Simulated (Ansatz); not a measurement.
# Ge2H: the cost of one run

Program: Ansatz 0.2.0. Level of theory: DFT PBE+D3(BJ), scalar-relativistic, plane waves, PAW. These are calculated values, not measurements.

28 further runs of the same task are left out: 28 set aside as unsound or not needed. Runs told in other sessions of the task aren't counted.

## Step 1: The system as given

It takes space group P-3m1 (No. 164, trigonal). Conventional cell: a = 4.023 Å, b = 4.023 Å, c = 28.000 Å, α = 90.00°, β = 90.00°, γ = 120.00°. Ge (site symmetry 3m) is surrounded by 3 Ge at 2.42 Å.

Coordinates:

```xyz
2
Lattice="4.0227 0.0000 0.0000 -2.0113 3.4838 0.0000 0.0000 0.0000 28.0000" Properties=species:S:1:pos:R:3 pbc="T T T"
Ge    0.0000    2.3225   14.3421
Ge    2.0113    1.1613   13.6579
```

This sheet was relaxed beforehand with the same method; its gap on the mesh is none (metal).

## Step 2: The grid

Atoms count from 1 in the order of the input.

H is moved along a line over the surface and along the normal, above a rigid substrate.

- position of H3 along the long diagonal of the hexagonal surface cell, from above Ge1: 9 values from 0.00 to 6.19 Å, periodic
- height of H3 above the plane of Ge1: 8 values from −0.30 to 3.27 Å

Nothing else is relaxed. Points are written as (first, second).

## Step 3: Point (0.00 Å, 1.67 Å)

A dipole layer in the vacuum cancels the field that periodic copies would set up if the slab's two faces differ.

The input, input.yaml:

```yaml
crystal:
  lattice:
    - [4.0226895335, 0.0, 0.0]
    - [-2.0113447668, 3.4837513276, 0.0]
    - [0.0, 0.0, 17.6842610211]
  atoms:
    - { symbol: Ge, position: [0.3333333333, 0.6666666667, 0.2648830514] }
    - { symbol: Ge, position: [0.6666666667, 0.3333333333, 0.2261898303] }
    - { symbol: H, position: [0.3333333333, 0.6666666667, 0.3593173056], spin: 1.0 }
basis:
  ecutwfc: 420
kpoints:
  mp_grid: { grid: [9, 9, 1] }
hamiltonian:
  xc: pbe
  pseudopotentials: { kind: paw, azcp: { folder: soft_1 } }
  dispersion: d3bj
scf:
  occupations: { method: gaussian, width: 0.1 }
output:
  forces: true
  eigenvalues: true
  populations: true
magnetization:
  spin_polarized: true
efield:
  axis: 3
  dipole_correction: true
  ramp_width: 0.04
```

Run with:

```
$ ansatz run input.yaml --threads 1 --pin off --max-ram 3072MiB --backend cpu --events-out ev --progress --plain --runs-dir out
```

**Question.** How long does this run take on 1 thread of Intel Xeon at 2.50GHz (Skylake/Cascade Lake), shared host, and how much memory does it need?

About 31 s, with a peak of 0.46 GiB.
